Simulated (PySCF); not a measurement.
# C6H10Si2: electronic excitations

What electronic excitations should C6H10Si2 (`C#C[Si@H]([SiH2]C)C1C=C1`) show?

Programs: PySCF 2.14.0, with density-fitted response routines of our own. Each step states its level of theory. These are calculated values for one molecule in the gas phase, unless marked as measured. Atoms count from 0, in the outputs and in this text.

### 1 The molecule as given

18 atoms, charge 0, multiplicity 1; geometry from: GFN2-xTB.

Bonds of the start (Å): C0–C1 1.20, C1–Si2 1.86, Si2–Si3 2.32, Si3–C4 1.90, Si2–C5 1.90, C5–C6 1.51, C6–C7 1.29, C7–C5 1.51, C0–H8 1.05, Si2–H9 1.48, Si3–H10 1.47, Si3–H11 1.47, C4–H12 1.09, C4–H13 1.09, C4–H14 1.09, C5–H15 1.09, C6–H16 1.06, C7–H17 1.06.

### 2 Ultraviolet spectrum: CAM-B3LYP/def2-SVPD

What the job is given:

```
{"job": {"kind": "uv", "xc": "CAM-B3LYP", "basis": "def2-SVPD", "nstates": 8, "ntriplets": 3}, "charge": 0, "multiplicity": 1}
C     -0.419592     3.244633    -0.386016
C     -0.093463     2.127331    -0.689320
Si     0.368708     0.383660    -1.131742
Si    -1.289757    -1.104697    -0.501266
C     -2.241468    -0.435932     1.001238
C      2.001159     0.038556    -0.230904
C      2.043553    -0.737176     1.067118
C      2.472914    -1.374909     0.026854
H     -0.695414     4.227001    -0.126797
H      0.654054     0.430120    -2.580671
H     -0.749917    -2.426113    -0.138947
H     -2.263400    -1.349865    -1.575912
H     -2.665171     0.541995     0.788657
H     -3.056337    -1.094334     1.288780
H     -1.588631    -0.326619     1.863062
H      2.782940     0.788889    -0.367402
H      1.844070    -0.685419     2.108471
H      2.886994    -2.240805    -0.426860
```

Method: TDDFT CAM-B3LYP/def2-SVPD, vertical, gas phase, core orbitals frozen in the response.

On the command line:

```console
$ OMP_NUM_THREADS=1 python probes_run.py task.json out
```

The driver reads the jobs from task.json and runs them one after another.

Log:

```text
coarse grid: 15968 points
cycle   1  E = -812.8278232436  dE =  9.209e-01  |g| = 4.215e-01  |ddm| = 9.039e+00
cycle   2  E = -812.8502388215  dE = -2.242e-02  |g| = 3.375e-01  |ddm| = 1.755e+00
cycle   3  E = -812.8802999380  dE = -3.006e-02  |g| = 7.281e-02  |ddm| = 5.719e-01
cycle   4  E = -812.8810984002  dE = -7.985e-04  |g| = 4.954e-02  |ddm| = 2.217e-01
cycle   5  E = -812.8817163294  dE = -6.179e-04  |g| = 7.435e-03  |ddm| = 8.593e-02
cycle   6  E = -812.8817306391  dE = -1.431e-05  |g| = 2.273e-03  |ddm| = 2.167e-02
cycle   7  E = -812.8817320594  dE = -1.420e-06  |g| = 5.247e-04  |ddm| = 5.237e-03
final grid: 144824 points
cycle   8  E = -813.0078428650  dE = -3.105e-05  |g| = 2.869e-03  |ddm| = 8.101e-02
cycle   9  E = -813.0078434728  dE = -6.078e-07  |g| = 2.579e-03  |ddm| = 1.110e-02
cycle  10  E = -813.0078451950  dE = -1.722e-06  |g| = 2.208e-04  |ddm| = 3.644e-03
cycle  11  E = -813.0078452022  dE = -7.159e-09  |g| = 1.693e-04  |ddm| = 7.186e-04
cycle  12  E = -813.0078452091  dE = -6.989e-09  |g| = 3.847e-05  |ddm| = 2.878e-04
cycle  13  E = -813.0078452096  dE = -4.200e-10  |g| = 9.258e-06  |ddm| = 7.298e-05
converged SCF energy = -813.0078452096

Static polarisability (au): isotropic 118.676, principal 105.244 115.244 135.542

Singlet excitations
state   eV       nm        f      main configurations
  1   5.2828    234.7   0.02315   H->L 0.92
  2   6.0157    206.1   0.00053   H-1->L+1 0.32, H-2->L+1 0.10
  3   6.1159    202.7   0.04236   H->L+1 0.53
  4   6.1974    200.1   0.01251   H-1->L+1 0.16, H->L+2 0.15, H-1->L 0.14
  5   6.2614    198.0   0.00467   H-3->L 0.41, H->L+2 0.12
  6   6.4926    191.0   0.02756   H->L+1 0.23, H-2->L+1 0.15, H-1->L 0.13
  7   6.6900    185.3   0.00067   H->L+2 0.19, H->L+3 0.15, H-1->L 0.15
  8   6.8330    181.4   0.01169   H-1->L 0.32, H->L+2 0.20

Triplet excitations (Tamm-Dancoff, eV): 3.6455 5.0188 5.4503
```

Wall time 1.7 min (1 thread of Arm Neoverse V2, shared host); peak memory 1.2 GiB.

The orbitals next to the gap, with their largest atomic shares:

```
orbital     eV                        atoms
 HOMO−3  -9.98    C5 28 %, C6 17 %, C7 12 %
 HOMO−2  -9.57     C1 38 %, C0 37 %, C7 6 %
 HOMO−1  -9.03   C1 23 %, C0 23 %, Si2 16 %
   HOMO  -8.16    C5 22 %, C7 21 %, C6 21 %
   LUMO   0.37   C7 20 %, C6 20 %, Si2 12 %
 LUMO+1   0.85  Si2 20 %, Si3 19 %, C1 15 %
 LUMO+2   1.20  Si3 14 %, C0 12 %, Si2 12 %
```

With each of the 8 states as a Gaussian band of 0.4 eV half-width at 1/e, the curve within the window shown has maxima at 233 nm (ε 970), 199 nm (ε 3,100) L/(mol cm). Beyond the last state computed it falls off for lack of states. The curve at chosen wavelengths:

(nm, ε (L/mol/cm)): (174, 370), (178, 737), (181, 1091), (185, 1636), (188, 2071), (192, 2615), (196, 2990), (199, 3074), (203, 2873), (206, 2524), (210, 1938), (214, 1401), (217, 1115), (221, 919), (224, 886), (228, 921), (232, 964), (235, 963), (239, 899), (242, 810), (246, 657), (250, 495), (253, 383), (257, 257), (260, 184), (264, 112)

Leading natural transition orbitals of singlet state 3: the hole lies on C0, C1 about 21 % each; C5, C6, C7 about 10 % each; Si2 8 %; the particle on C0, C1 about 20 % each; Si2 15 %; H8, H9 about 9 % each.

Leading natural transition orbitals of singlet state 1: the hole lies on C5, C6, C7 about 19 % each; Si2 13 %; H15 12 %; the particle on C6, C7 about 21 % each; H16, H17 about 10 % each; Si2 9 %.

Further results of this job:

```
           property  computed
  dipole moment (D)      1.27
polarisability (Å³)     17.59
 HOMO–LUMO gap (eV)      8.53
      −ε(HOMO) (eV)      8.16
```

Orbitals, density, ELF and potential are computed afterwards from the orbital file.

Frontier orbitals at CAM-B3LYP/def2-SVPD, with the share of their density that lies nearest to each atom:

```csv
orbital,energy (eV),lies on
HOMO,-8.16,"C6, C7 about 21 % each; C5 15 %; Si2 11 %"
LUMO,0.37,"C6, C7 about 17 % each; H16, H17 about 9 % each; Si2 8 %"
```

ELF in a plane through or near 4 of the atoms.

Values, 10 rows by 14 columns:
```
0.00 0.00 0.00 0.00 0.00 0.00 0.00 0.00 0.00 0.00 0.00 0.00 0.00 0.00
0.00 0.00 0.00 0.00 0.00 0.00 0.00 0.00 0.00 0.00 0.00 0.00 0.00 0.00
0.00 0.00 0.00 0.00 0.00 0.00 0.10 0.34 0.01 0.00 0.01 0.00 0.00 0.00
0.00 0.00 0.07 0.21 0.13 0.03 0.41 0.85 0.15 0.44 0.98 0.64 0.00 0.00
0.00 0.01 0.39 0.84 0.53 0.56 0.03 0.19 0.81 0.39 0.63 0.08 0.00 0.00
0.00 0.00 0.04 0.20 0.39 0.48 0.55 0.21 0.05 0.15 0.96 0.49 0.00 0.00
0.00 0.00 0.01 0.89 1.00 0.38 0.17 0.76 0.68 0.44 0.04 0.00 0.00 0.00
0.00 0.00 0.00 0.00 0.03 0.00 0.37 0.81 0.61 0.75 0.20 0.00 0.00 0.00
0.00 0.00 0.00 0.00 0.00 0.00 0.02 0.22 0.59 0.95 0.33 0.00 0.00 0.00
0.00 0.00 0.00 0.00 0.00 0.00 0.00 0.00 0.00 0.00 0.00 0.00 0.00 0.00
```
The map spans 12.0 Å across and 12.9 Å up, centred on the molecule. Atoms in the plane (x, y in Å): C0 (1.2, -3.1), C5 (-1.9, -0.6), C7 (-2.7, 0.7), H15 (-2.5, -1.5).

On the surface of density 0.002 e/bohr³ the electrostatic potential runs, from the 1st to the 99th percentile, from -0.86 V near C1 to 1.29 V near H8.

### 3 Results

| quantity | value |
| --- | --- |
| lowest singlet (CAM-B3LYP/def2-SVPD) | 5.28 eV (235 nm), f = 0.023 |
| brightest single state of those computed | state 3, 6.12 eV, f = 0.042 |
| lowest triplet | 3.65 eV |
| surface potential, 1st and 99th percentile | -0.86 V and 1.29 V |

**Reading.** The lowest singlet, at 5.28 eV, is HOMO→LUMO 0.92 and is weak; of the 8 states computed, the strongest absorption comes from state 3 at 6.12 eV. The lowest triplet lies 1.64 eV below the lowest singlet (triplets in Tamm-Dancoff, singlets in full TDDFT).
